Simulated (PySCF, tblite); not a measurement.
# 2-vinylaniline: geometry, infrared bands and NMR shifts

Aim: predict the infrared bands and NMR shifts of 2-vinylaniline (`C=Cc1ccccc1N`).

Programs: tblite 0.8.0 and PySCF 2.14.0, with density-fitted response routines of our own. Each step states its level of theory. These are calculated values for one molecule in the gas phase, unless marked as measured. Atoms count from 0, in the outputs and in this text.

**1. The molecule as given**

18 atoms, charge 0, multiplicity 1; geometry from: force field or distance geometry start.

Bonds of the start (Å): C0–C1 1.34, C1–C2 1.45, C2–C3 1.38, C3–C4 1.40, C4–C5 1.38, C5–C6 1.39, C6–C7 1.40, C7–N8 1.41, C7–C2 1.41, C0–H9 1.09, C0–H10 1.08, C1–H11 1.08, C3–H12 1.07, C4–H13 1.08, C5–H14 1.09, C6–H15 1.10, N8–H16 1.06, N8–H17 1.06.

**2. Geometry optimisation with GFN2-xTB**

The job: settings as JSON, then the geometry in Å.

```
{"job": {"kind": "relax", "xc": "GFN2-xTB", "basis": "xTB"}, "charge": 0, "multiplicity": 1}
C      2.841300    -0.303900    -0.134000
C      1.756300     0.427100     0.136400
C      0.405300    -0.060900    -0.023400
C      0.123000    -1.322300    -0.513400
C     -1.202800    -1.748600    -0.646800
C     -2.241900    -0.894800    -0.329300
C     -1.955700     0.383700     0.148500
C     -0.637600     0.821300     0.313200
N     -0.394200     2.123800     0.802600
H      3.791700     0.196300     0.053500
H      2.791400    -1.313600    -0.515700
H      1.875800     1.431200     0.528600
H      0.896400    -2.025900    -0.762400
H     -1.342900    -2.749000    -1.033600
H     -3.285500    -1.201500    -0.437600
H     -2.806900     1.033200     0.415100
H     -0.118000     2.905600     0.146300
H     -0.504500     2.304600     1.840200
```

Command:

```console
$ OMP_NUM_THREADS=1 python probes_run.py task.json out
```

This one command runs all jobs of the session in turn.

**Question.** This job is followed by: GFN2-xTB harmonic vibrations, gas phase; GIAO PBE0/pcSseg-1 NMR shielding, non-relativistic, gas phase. Predict these results of the whole session: strongest single infrared mode (GFN2-xTB); zero-point energy (GFN2-xTB); 13C shifts against TMS (PBE0/pcSseg-1); 1H shifts against TMS (PBE0/pcSseg-1, means over atoms taken as alike); 15N shifts against NH3 (PBE0/pcSseg-1).

**Answer**, as computed:

| quantity | value |
| --- | --- |
| strongest single infrared mode (GFN2-xTB) | 576 cm⁻¹, 174 km/mol |
| zero-point energy (GFN2-xTB) | 91.3 kcal/mol |
| 13C shifts against TMS (PBE0/pcSseg-1) | 149.1, 140.4, 135.2, 133.0, 126.9, 122.7, 121.0, 118.1 ppm |
| 1H shifts against TMS (PBE0/pcSseg-1, means over atoms taken as alike) | 7.63, 7.39, 7.02, 6.94, 6.73, 5.92, 5.53, 3.52 ppm |
| 15N shifts against NH3 (PBE0/pcSseg-1) | 76.3 ppm |

What this shows: The optimisation took 121 steps and gained 0.775 eV; among the close pairs (by a distance rule), N8–H17 changed most, from 1.059 to 1.008 Å. All 48 modes are real, so the xTB geometry is a minimum. The strongest single mode, at 576 cm⁻¹, is spread over many atoms; the largest shares are those of H17, H16. GFN2-xTB is a fitted tight-binding method: band positions and strengths are rough. Its intensities can rank the bands wrongly. NICS(1)zz of -24 ppm above the planar ring from C2 marks a diatropic (aromatic) ring current.
